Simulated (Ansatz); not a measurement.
# Dy2Be: the cost of one run

Computed with Ansatz 0.2.0 (DFT PBE, scalar-relativistic, plane waves, PAW; 4f electrons in the core of a trivalent norm-conserving potential, unless a step's input says otherwise).

1 further run of the same task is left out (it didn't finish).

## (1) The system as given

The structure is tetragonal, space group I4/mmm (No. 139). Conventional cell: a = 4.233 Å, b = 4.233 Å, c = 5.308 Å, α = 90.00°, β = 90.00°, γ = 90.00°. Around Dy (site symmetry -4m2) lie 4 Be at 2.50 Å and 2 Dy at 2.65 Å. Be (site symmetry 4/mmm) has 8 Dy at 2.50 Å in its first shell of neighbours.

As a file:

```cif
data_structure
_symmetry_space_group_name_H-M 'I4/mmm'
_symmetry_Int_Tables_number 139
_cell_length_a 4.2334
_cell_length_b 4.2334
_cell_length_c 5.3082
_cell_angle_alpha 90.000
_cell_angle_beta 90.000
_cell_angle_gamma 90.000
_cell_volume 95.13
loop_
_atom_site_label
_atom_site_type_symbol
_atom_site_symmetry_multiplicity
_atom_site_Wyckoff_symbol
_atom_site_fract_x
_atom_site_fract_y
_atom_site_fract_z
_atom_site_occupancy
Dy1 Dy 4 d 0.00000 0.50000 0.25000 1
Be1 Be 2 a 0.00000 0.00000 0.00000 1
```

Recipe of the guess: species swapped into a database cell of HfH2 (I4/mmm, No. 139), with Be on the Hf sites and Dy on the H sites. Lengths come from tabulated atomic sizes and are only a guess.

## (2) Probe: one point on a coarse mesh

input.yaml reads:

```yaml
crystal:
  lattice:
    - [-2.11668851, 2.11668851, 2.65407675]
    - [2.11668851, -2.11668851, 2.65407675]
    - [2.11668851, 2.11668851, -2.65407675]
  atoms:
    - { symbol: Dy, position: [0.75, 0.25, 0.5] }
    - { symbol: Dy, position: [0.25, 0.75, 0.5] }
    - { symbol: Be, position: [0.0, 0.0, 0.0] }
basis:
  ecutwfc: 630
kpoints:
  mp_grid: { grid: [6, 6, 6] }
hamiltonian:
  xc: pbe
  pseudopotentials:
    kind: paw
    azcp: { Dy: "pseudopotentials/pbe/nc/lanthanide_3plus/Dy.nc.azcp" }
scf:
  occupations: { method: gaussian, width: 0.1 }
  lower_state_search: "off"
output:
  forces: true
  stress: true
  eigenvalues: true
```

Run with:

```
$ ansatz run input.yaml --threads 1 --pin off --max-ram 2560MiB --backend cpu --events-out ev --progress --plain --runs-dir out
```

**Question.** How long does this run take on 1 thread of Intel Xeon at 2.50GHz (Skylake/Cascade Lake), shared host, and how much memory does it need?

About 6.7 s, with a peak of 0.34 GiB.
